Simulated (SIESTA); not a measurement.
**Zr3S2: equation of state with LDA**

The system is Zr3S2.

```
Zr S
1.0
     2.90254    1.67578    3.48777
    -2.90254    1.67578    3.48777
     0.00000   -3.35156    3.48777
Zr S
3 2
Direct
  0.83873 0.50000 0.16127
  0.50000 0.16127 0.83873
  0.16127 0.83873 0.50000
  0.66502 0.66502 0.66502
  0.33498 0.33498 0.33498
```

The cell comes from a database or a generator and needn't be the stable form of this composition.

```
Program             : SIESTA 5.4.2
Task                : equation of state
Functional          : LDA
Potentials or basis : PseudoDojo 0.4 standard (LDA files)
Basis               : DZP (energy shift 0.003 Ry; two zetas on semicore shells)
Grid cutoff         : 800 Ry
Energy shift        : 0.003 Ry
k mesh              : 4 × 4 × 4
Occupations         : fermi-dirac, width 0.05 eV
Spin                : no spin polarisation
```

- Equilibrium volume: 19.38 Å³/atom
- Bulk modulus at fixed shape and positions: 137 GPa
- Pressure derivative of the bulk modulus: 4.3

Energy against volume, from the lowest point:
```
volume (Å³/atom)  energy (meV/atom)
          19.136               0.69
          19.543               0.00
          19.950               6.27
          20.358              18.78
          20.765              36.87
          21.172              59.93
          21.579              87.46
```

All runs of the series together: 15 min on 1 thread of Arm Neoverse V1, with other jobs on the host.

Caveat: the cell was scaled at fixed shape and fractional positions, which overstates the stiffness of a crystal with free parameters, most of all of layers and chains; the basis of atomic orbitals isn't converged, which shifts pressures, moduli and gaps.
